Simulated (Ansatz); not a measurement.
# Ir6O in Ansatz: reference runs

Aim: a first look at Ir6O with PBE, on the cell as given.

All numbers are computed with Ansatz 0.2.0; they aren't measurements. Logs are shortened: lines on timing, memory, paths and dates and some standing lists are left out, and cuts for length are marked.

### Step 1. The cell of the first run

The cell holds a slab with vacuum, 14 atoms: a = 5.430 Å, b = 5.430 Å, c = 23.668 Å, α = 90.00°, β = 90.00°, γ = 120.00°.

### Step 2. Single point, PBE

The input, input.yaml:

```yaml
crystal:
  lattice:
    - [5.4297315514, 0.0, 0.0]
    - [-2.7148657757, 4.7022854592, 0.0]
    - [0.0, 0.0, 23.6682572471]
  atoms:
    - { symbol: Ir, position: [0.3333333333, 0.1666666667, 0.3380054525] }
    - { symbol: Ir, position: [0.3333333333, 0.6666666667, 0.3380054525] }
    - { symbol: Ir, position: [0.8333333333, 0.1666666667, 0.3380054525] }
    - { symbol: Ir, position: [0.8333333333, 0.6666666667, 0.3380054525] }
    - { symbol: Ir, position: [0.6666666667, 0.3333333333, 0.4316616351] }
    - { symbol: Ir, position: [0.6666666667, 0.8333333333, 0.4316616351] }
    - { symbol: Ir, position: [0.1666666667, 0.3333333333, 0.4316616351] }
    - { symbol: Ir, position: [0.1666666667, 0.8333333333, 0.4316616351] }
    - { symbol: Ir, position: [0.0, 0.5, 0.5253178178] }
    - { symbol: Ir, position: [0.0, 0.0, 0.5253178178] }
    - { symbol: Ir, position: [0.5, 0.5, 0.5253178178] }
    - { symbol: Ir, position: [0.5, 0.0, 0.5253178178] }
    - { symbol: O, position: [0.25, 0.5, 0.6106641945] }
    - { symbol: O, position: [0.25, 0.5, 0.6628395612] }
hamiltonian:
  xc: pbe
  pseudopotentials: { kind: paw }
kpoints:
  mp_grid: { grid: [6, 6, 1] }
scf:
  occupations: { method: fermi_dirac, width: 0.05 }
output:
  forces: true
  eigenvalues: true
  write_density: true
  write_potential: true
  elf: true
  volumetric_format: npy
efield:
  axis: 3
  dipole_correction: true
  ramp_width: 0.04
```

Potentials or basis: Ansatz PAW.

Launch:

```bash
> ansatz run input.yaml --threads 4 --pin off --max-ram 11264MiB --backend cpu --events-out ev --progress --plain --runs-dir out
```

The log of the run:

```text
Warning: RAYON_NUM_THREADS=4 ignored (pool sized by the plan → 4); use --threads N
Engine: ansatz 0.2.0, aarch64-unknown-linux-gnu
Pseudopotentials: kind: paw
Pseudopotential: Ir, paw, valence charge 17, recommended cutoff 420 eV (normal), Ir.paw.azcp
Pseudopotential: O, paw, valence charge 6, recommended cutoff 420 eV (normal), O.paw.azcp
Functional definition: PBE
  parameter kappa = 0.804
  parameter beta = 0.06672455060314922
  exchange = pbe_x(kappa = kappa, mu = beta*pi^2/3)
  correlation = pbe_c(beta = beta)
Crystal: 14 atoms, lattice volume = 604.301 Å³
Basis set: ecut = 420 eV, 11761 PW (Γ), exchange–correlation on 80×80×320 points (8 copies of the dense FFT grid, shifted against one another)
Bands: 130, of which v1, the nominal top of the filled ones, is band 108 counted from 1 (107 counted from 0)
Symmetry: 2 space group operations
Space group: Cm (ITA 8), of the structure as read, at distance tolerance 8.5e-5 Å
k-points: 13 of 36 (time reversal used)
Non-local potential: Ir, projectors of the file, l = 0: 3, l = 1: 2, l = 2: 2, l = 3: 1
Non-local potential: O, projectors of the file, l = 0: 2, l = 1: 2, l = 2: 1
PAW form: soft (Blöchl's): semilocal exchange-correlation on the pseudo side does not see the compensation charge
PAW one-centre angular grid: Ir, 590 points (default); XC on 64 Gauss nodes
PAW one-centre angular grid: O, 110 points (default); XC on 64 Gauss nodes
Initial density: superposition of atomic densities (neutral atoms: chi_scale 0, normalization atom), corrected by the library's trained network
Initial wavefunctions: pseudopotential atomic-orbital guess
Functional: x = pbe(κ = 0.804, μ = 0.2195149727645171), c = pbe(β = 0.06672455060314922)
SCF iter   1: F=—  HF=-144346.482486 eV  |F-HF|=—  |Δ(HF+E_count)|=         —  Δρ=2.70e-2  dr2=2.81e1  ethr=1.77e-3  p=-0.008 e·Å  D=-2.52e-3 V/Å  ΔV_dip=0.06 eV  dr2_dipole=1.12e1  V_vac-E_F(+/−)=5.40/5.35 eV  ⟨swp⟩=8.6  Hψ=7400  notcnv=0  defer=33
efield: sawtooth ramp at fractional position 0.9804 (placed from the atoms, in the widest stretch of the axis that holds none; the zero of the levels goes with the place), width 0.0400; the density the first Hamiltonian is built on has a dipole p = -0.008 e·Å; the dipole correction subtracts the counter field D = -2.52e-3 V/Å, which shifts the + side's vacuum level by +0.06 eV against the − side's; the planar-averaged density in the ramp window peaks in size at 3.6e-5 e/Å³
preconditioner: auto → LDOS  [metal: Δε(μ)=0.011 eV  Ē_g=6.632 eV  σ=0.050 eV  W_gap=0.05  n_scr=106 (ndim 8)  ℏωp=16.5 eV  f_vac=0.621  D(μ)=19.04/eV (n_scr^D=136)  β→1.0]
SCF iter   2: F=—  HF=-144346.329786 eV  |F-HF|=—  |Δ(HF+E_count)|=   1.53e-1  Δρ=3.23e-2  dr2=2.02e1  ethr=1.77e-3  p=-0.179 e·Å  D=-5.37e-2 V/Å  ΔV_dip=1.27 eV  dr2_dipole=5.75e0  V_vac-E_F(+/−)=6.59/5.32 eV  ⟨swp⟩=2.2  Hψ=2128  notcnv=0  defer=54
SCF iter   3: F=—  HF=-144345.946263 eV  |F-HF|=—  |Δ(HF+E_count)|=   3.84e-1  Δρ=1.03e-2  dr2=1.58e0  ethr=1.77e-3  p=-0.116 e·Å  D=-3.47e-2 V/Å  ΔV_dip=0.82 eV  dr2_dipole=4.23e-1  V_vac-E_F(+/−)=6.20/5.37 eV  ⟨swp⟩=2.0  Hψ=1906  notcnv=0  defer=54
SCF iter   4: F=—  HF=-144345.957513 eV  |F-HF|=—  |Δ(HF+E_count)|=   1.13e-2  Δρ=5.78e-3  dr2=3.78e-1  ethr=7.29e-4  p=-0.094 e·Å  D=-2.82e-2 V/Å  ΔV_dip=0.67 eV  dr2_dipole=1.37e-1  V_vac-E_F(+/−)=6.08/5.42 eV  ⟨swp⟩=2.1  Hψ=1915  notcnv=0  defer=50
[... 17 lines left out ...]
Entropy (-TS):   -0.159460 eV (-11.390 meV/atom)
Fermi energy:    3.392285 eV
Dipole field:    D = -0.032539 V/Å  (p = -0.108666 e·Å, saw-weighted, corrected)
Work function:   Φ+ = 6.1846 eV   Φ− = 5.4144 eV
Levels:          The Fermi level and band energies are counted from a zero that moves with the ramp; work functions are not
--- Per-component energies (eV) ---
  E_band       = -5560.229457
  E_kinetic    = 7796.178475
  E_local      = -329495.958021  (includes V_loc(G=0)·N_el)
  E_nonlocal   = 973.248908
  E_hartree    = 160896.552624
  E_xc         = -3345.769659
  E_vxc        = -3765.486798  (∫ρ·V_xc dr)
  E_paw        = -110994.918174  (= ΣΔE_a)
  E_vpaw       = -2851.774891  (= ΣTr[D̂ρ^β])
  E_aug_tail   = 0.005340  (compensation charges beyond the density's cutoff)
  E_efield     = 0.001768  (sawtooth field / dipole correction)
  E_vefield    = -9.539464  (∫n·V_field dr)
  E_ewald      = 129824.872649
  E_smearing   = -0.159460  (= −TS)
  E_closure    = -0.000000  (closes the sum)
  Σ components = -144345.945551   (vs F -144345.945551, Δ=0.00e0)
--- Forces (eV/Å), atoms counted from 1 ---
  atom   1  Ir    -0.00038214     0.01854692     0.26359947
  atom   2  Ir     0.00000000    -0.01616736     0.38056474
  atom   3  Ir     0.00038214     0.01854692     0.26359947
  atom   4  Ir     0.00000000     0.02890811     0.45832576
  atom   5  Ir     0.00000000     0.03603683     0.26822910
  atom   6  Ir     0.03858673    -0.03827690     0.07211801
  atom   7  Ir     0.00000000    -0.04309173    -0.26512832
  atom   8  Ir    -0.03858673    -0.03827690     0.07211801
  atom   9  Ir    -0.00131553     0.03917047    -0.00046394
  atom  10  Ir     0.00000000    -0.06763356    -0.51315118
  atom  11  Ir     0.00131553     0.03917047    -0.00046394
  atom  12  Ir     0.00000000     0.01545172    -0.63175151
  atom  13  O      0.00000000    -0.03439856    -1.44363779
  atom  14  O      0.00000000     0.04201782     1.07601995
  max |Σ_I F_I| component: 2.22e-5 eV/Å
--- Band table (eV; the first three rows and the last of 13) ---
  k-point 0: bands = ["-89.5528", "-89.5148", "-89.5035", "-89.4926", "-89.0402", "-89.0155", "-88.9579", "-88.9253", "-88.8941", "-88.8865", "-88.8813", "-88.8634", "-46.7353", "-46.7341", "-46.7175", "-46.5683", "-46.4806", "-46.4649", "-46.4507", "-46.2621", "-46.2599", "-46.2568", "-46.1775", "-46.1616", "-46.1500", "-46.1091", "-46.1062", "-46.0808", "-46.0761", "-46.0732", "-45.8524", "-45.8383", "-45.7458", "-45.7287", "-45.7167", "-45.6928", "-45.6898", "-45.6859", "-45.6772", "-45.6735", "-45.6415", "-45.6367", "-45.6280", "-45.6178", "-45.5660", "-45.5528", "-45.5423", "-45.5376", "-22.5691", "-11.2048", "-6.7045", "-4.9537", "-4.4374", "-4.1924", "-4.0245", "-4.0162", "-3.9587", "-3.7621", "-3.7521", "-3.6008", "-3.4218", "-3.3991", "-3.1263", "-3.1208", "-3.0558", "-2.8095", "-2.7824", "-2.7721", "-1.2609", "-1.2431", "-1.1498", "-0.6687", "-0.6676", "-0.6379", "-0.4768", "-0.3280", "-0.3277", "-0.0847", "0.1874", "0.1929", "0.2256", "0.2268", "0.2397", "0.5162", "0.5183", "0.7339", "0.7746", "0.8115", "2.0894", "2.1332", "2.1799", "2.2004", "2.2280", "2.2402", "2.3217", "2.3231", "2.6481", "2.7982", "3.0905", "3.1801", "3.1951", "3.6944", "3.8039", "3.8516", "3.8559", "3.8643", "4.0347", "4.0510", "4.0721", "4.2235", "4.4067", "4.4082", "4.4091", "4.5019", "4.5594", "4.8406", "4.9468", "4.9628", "4.9768", "5.0393", "5.0398", "5.0427", "6.5479", "6.6557", "6.6568", "6.8671", "6.9195", "6.9739", "8.5784", "8.8117"]
  k-point 1: bands = ["-89.5501", "-89.5163", "-89.5035", "-89.4939", "-89.0394", "-89.0155", "-88.9560", "-88.9252", "-88.8960", "-88.8872", "-88.8813", "-88.8634", "-46.7121", "-46.7071", "-46.6842", "-46.5593", "-46.4786", "-46.4597", "-46.4472", "-46.2868", "-46.2824", "-46.2505", "-46.1591", "-46.1519", "-46.1265", "-46.1245", "-46.1193", "-46.0610", "-46.0603", "-46.0513", "-45.8467", "-45.8365", "-45.7705", "-45.7259", "-45.7153", "-45.7097", "-45.6987", "-45.6962", "-45.6846", "-45.6762", "-45.6461", "-45.6366", "-45.6276", "-45.6193", "-45.6029", "-45.5815", "-45.5607", "-45.5469", "-22.5690", "-11.2029", "-6.4397", "-4.8167", "-4.2242", "-4.0155", "-3.9595", "-3.8180", "-3.7577", "-3.6339", "-3.6052", "-3.4979", "-3.3529", "-3.3250", "-3.0459", "-2.9953", "-2.9499", "-2.6473", "-2.5434", "-2.5248", "-1.2518", "-1.1862", "-1.1456", "-0.6643", "-0.5610", "-0.5506", "-0.5179", "-0.4805", "-0.3275", "-0.1169", "-0.0715", "-0.0524", "0.2803", "0.2937", "0.3462", "0.4176", "0.5325", "0.7007", "0.7384", "0.7535", "1.7191", "1.7672", "1.7924", "1.9409", "2.0834", "2.1744", "2.2059", "2.2352", "2.3017", "2.7554", "2.8067", "2.9455", "3.0103", "3.1173", "3.1883", "3.4575", "3.5969", "3.6220", "3.7179", "3.7530", "3.8716", "3.8880", "3.9736", "4.0528", "4.0786", "4.1046", "4.3505", "4.5673", "4.5748", "4.5923", "4.6697", "4.7342", "5.4959", "5.8454", "5.9252", "6.6607", "6.7210", "7.3579", "7.9962", "8.0032", "8.7764", "9.0426"]
  k-point 2: bands = ["-89.5431", "-89.5210", "-89.5035", "-89.4961", "-89.0379", "-89.0155", "-88.9520", "-88.9248", "-88.9005", "-88.8887", "-88.8813", "-88.8636", "-46.6582", "-46.6495", "-46.5790", "-46.5357", "-46.4825", "-46.4497", "-46.4413", "-46.3462", "-46.3427", "-46.2710", "-46.2233", "-46.1472", "-46.1180", "-46.0691", "-46.0264", "-46.0182", "-46.0148", "-45.9699", "-45.8372", "-45.8366", "-45.8318", "-45.7724", "-45.7483", "-45.7408", "-45.7253", "-45.7029", "-45.6915", "-45.6905", "-45.6808", "-45.6528", "-45.6524", "-45.6320", "-45.6271", "-45.6181", "-45.5796", "-45.5712", "-22.5689", "-11.1994", "-5.7185", "-4.6499", "-4.0799", "-3.6846", "-3.5866", "-3.4922", "-3.3353", "-3.2656", "-3.1801", "-3.1377", "-3.0497", "-3.0162", "-2.8457", "-2.5967", "-2.5871", "-2.2852", "-1.8428", "-1.8419", "-1.2845", "-1.2696", "-1.2139", "-1.0486", "-0.9006", "-0.7046", "-0.6880", "-0.4782", "-0.4327", "-0.1826", "-0.1665", "0.0690", "0.1732", "0.3712", "0.3725", "0.4420", "0.4493", "0.4774", "0.7012", "0.9616", "1.1097", "1.1143", "1.2676", "1.3762", "1.3979", "1.4317", "1.4788", "1.7322", "1.7329", "1.8302", "2.0509", "2.1364", "2.4813", "2.5968", "2.6742", "2.7332", "2.8388", "3.0963", "3.1185", "3.1625", "3.3504", "3.3665", "3.4938", "3.6409", "3.6703", "3.8658", "4.0366", "4.1728", "4.2656", "4.4481", "4.5759", "4.8305", "6.4116", "6.4121", "6.4948", "6.9700", "7.1391", "7.3399", "8.8191", "8.9738", "9.3126", "9.6208"]
  k-point 12: bands = ["-89.5395", "-89.5180", "-89.5124", "-89.4938", "-89.0277", "-89.0264", "-88.9462", "-88.9329", "-88.8918", "-88.8877", "-88.8826", "-88.8688", "-46.6214", "-46.5781", "-46.5199", "-46.5120", "-46.4802", "-46.4639", "-46.4479", "-46.4290", "-46.3675", "-46.2983", "-46.2252", "-46.1764", "-46.0613", "-46.0237", "-46.0042", "-45.9686", "-45.9647", "-45.9277", "-45.9086", "-45.8571", "-45.8279", "-45.8127", "-45.7798", "-45.7667", "-45.7338", "-45.7159", "-45.7051", "-45.6854", "-45.6682", "-45.6510", "-45.6470", "-45.6371", "-45.6312", "-45.6271", "-45.6176", "-45.6072", "-22.5688", "-11.1936", "-5.0855", "-4.5495", "-4.1716", "-3.6104", "-3.5229", "-3.3567", "-3.1313", "-2.9953", "-2.8518", "-2.8113", "-2.7492", "-2.5987", "-2.5313", "-2.3821", "-2.1232", "-1.8724", "-1.8003", "-1.6595", "-1.5802", "-1.3071", "-1.2499", "-1.2295", "-1.1516", "-0.9085", "-0.7666", "-0.6064", "-0.5458", "-0.1772", "-0.1603", "0.0159", "0.0322", "0.0858", "0.1302", "0.1732", "0.2697", "0.3145", "0.5257", "0.7007", "0.7340", "0.8317", "0.8796", "0.9478", "1.0245", "1.2084", "1.6041", "1.6645", "1.7450", "1.8130", "2.0037", "2.0661", "2.1161", "2.2656", "2.3506", "2.6406", "2.7626", "2.8499", "3.0032", "3.2070", "3.3338", "3.3678", "3.4586", "3.5456", "3.6828", "3.7282", "3.9026", "3.9621", "4.0983", "4.1899", "4.2880", "4.9910", "5.2726", "5.5235", "6.3225", "7.4134", "7.9974", "8.0810", "9.2706", "9.4372", "9.6440", "9.8618"]
```

Wall time 44 s (4 threads of Arm Neoverse V1, shared host); peak memory 2 GiB.

What came out:

| Quantity | Value |
| --- | --- |
| Free energy | -144345.9456 eV |
| Largest force | 1.444 eV/Å |
| Band gap on the k mesh | none (metal or under the smearing width) |
| Work function of the upper face | 6.18 eV |
| Work function of the lower face | 5.41 eV |
| Dipole across the slab | -0.109 e·Å |

Forces in eV/Å, atoms in the order of the input:
```
Ir   0.000  0.019  0.264
Ir   0.000 -0.016  0.381
Ir   0.000  0.019  0.264
Ir   0.000  0.029  0.458
Ir   0.000  0.036  0.268
Ir   0.039 -0.038  0.072
Ir   0.000 -0.043 -0.265
Ir  -0.039 -0.038  0.072
Ir  -0.001  0.039  0.000
Ir   0.000 -0.068 -0.513
Ir   0.001  0.039  0.000
Ir   0.000  0.015 -0.632
O    0.000 -0.034 -1.444
O    0.000  0.042  1.076
```

Spin-orbit coupling is left out, which matters for the levels of Ir.
